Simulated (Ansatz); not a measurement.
Predict the output of the script below (Ansatz 0.2.0 through its Python package).

The script, `fatbands.py`:
```python
'''Orbital character of the bands of C.'''

from collections import Counter
from dataclasses import dataclass
from pathlib import Path
import json
import warnings

import ansatz as az
import numpy as np
import pandas as pd


@dataclass
class Options:
    k_spacing: float = 0.32
    ecut: int = 510
    functional: str = 'pbesol'
    sigma: float = 0.1


cfg = Options()


def main() -> None:
    warnings.simplefilter('ignore', az.DeckWarning)

    vectors = np.array([
        [1.228048, -2.127062, 0.0],
        [1.228048, 2.127062, 0.0],
        [0.0, 0.0, 7.173268],
    ])
    crystal = (
        az.Lattice.of(vectors)
        .atom('C', (0.083379, 0.916621, 0.753138))
        .atom('C', (0.583379, 0.416621, 0.246862))
        .atom('C', (0.916621, 0.083379, 0.246862))
        .atom('C', (0.416621, 0.583379, 0.753138))
    )

    points = {'G': (0.0, 0.0, 0.0), 'S': (0.0, 0.5, 0.0), 'R': (0.0, 0.5, 0.5), 'Z': (0.0, 0.0, 0.5), 'T': (-0.5, 0.5, 0.5)}
    base = (
        crystal.calculation()
        .kpoints(spacing=cfg.k_spacing)
        .basis(cfg.ecut)
        .functional(cfg.functional)
        .occupations(az.OccupationsMethod.FERMI_DIRAC, width=cfg.sigma)
        .band_structure(list(points.values()), intervals=1)
        .fat_bands()
    )
    out = base.run(events_out='events.ndjson')
    summary = out.report
    with open('events.ndjson') as stream:
        kinds = Counter(json.loads(line)['event'] for line in stream)
    print('events:', {kind: kinds[kind] for kind in ('scf_iter', 'scf_done', 'notice', 'finished')})
    file = Path(out.write_results('results')) / 'fatbands.tsv'
    names = file.read_text().splitlines()[0].lstrip('# ').split('\t')
    table = pd.read_csv(file, sep='\t', comment='#', names=names)
    near = table[table.e_minus_ef.abs() < 2]
    for ik, label in enumerate(points):
        print(label)
        for _, row in near[near.ik == ik].iterrows():
            main = row[names[4:]].astype(float).nlargest(2)
            print(f'   band {int(row.band):3d} {row.e_minus_ef:7.3f} eV  ' + ', '.join(f'{k} {v:.2f}' for k, v in main.items()))


if __name__ == '__main__':
    main()
```

Running `python fatbands.py` prints:
```text
events: {'scf_iter': 6, 'scf_done': 1, 'notice': 2, 'finished': 1}
G
S
   band   8   1.739 eV  c1_l1_2P 0.28, c3_l1_2P 0.28
   band   9   1.739 eV  c0_l1_2P 0.28, c2_l1_2P 0.28
R
   band   8   1.608 eV  c0_l1_2P 0.24, c2_l1_2P 0.24
   band   9   1.608 eV  c1_l1_2P 0.24, c3_l1_2P 0.24
Z
T
   band   8   1.570 eV  c0_l1_2P 0.24, c1_l1_2P 0.24
   band   9   1.643 eV  c0_l1_2P 0.24, c1_l1_2P 0.24
```

This isn't the structure that C takes at ambient conditions. Levels are Kohn-Sham eigenvalues on this mesh. Energies are less the Fermi level and bands count from 0. Only the largest channels are printed, equivalent atoms hold more, and in degenerate sets the split between sites is arbitrary; shells that the potentials lack have no channel. Finished in 2.9 s on 1 thread of Arm Neoverse V1, with other jobs on the host, peak memory 0.4 GiB.

(Lines on the test bed's own set-up are left out of the output.)
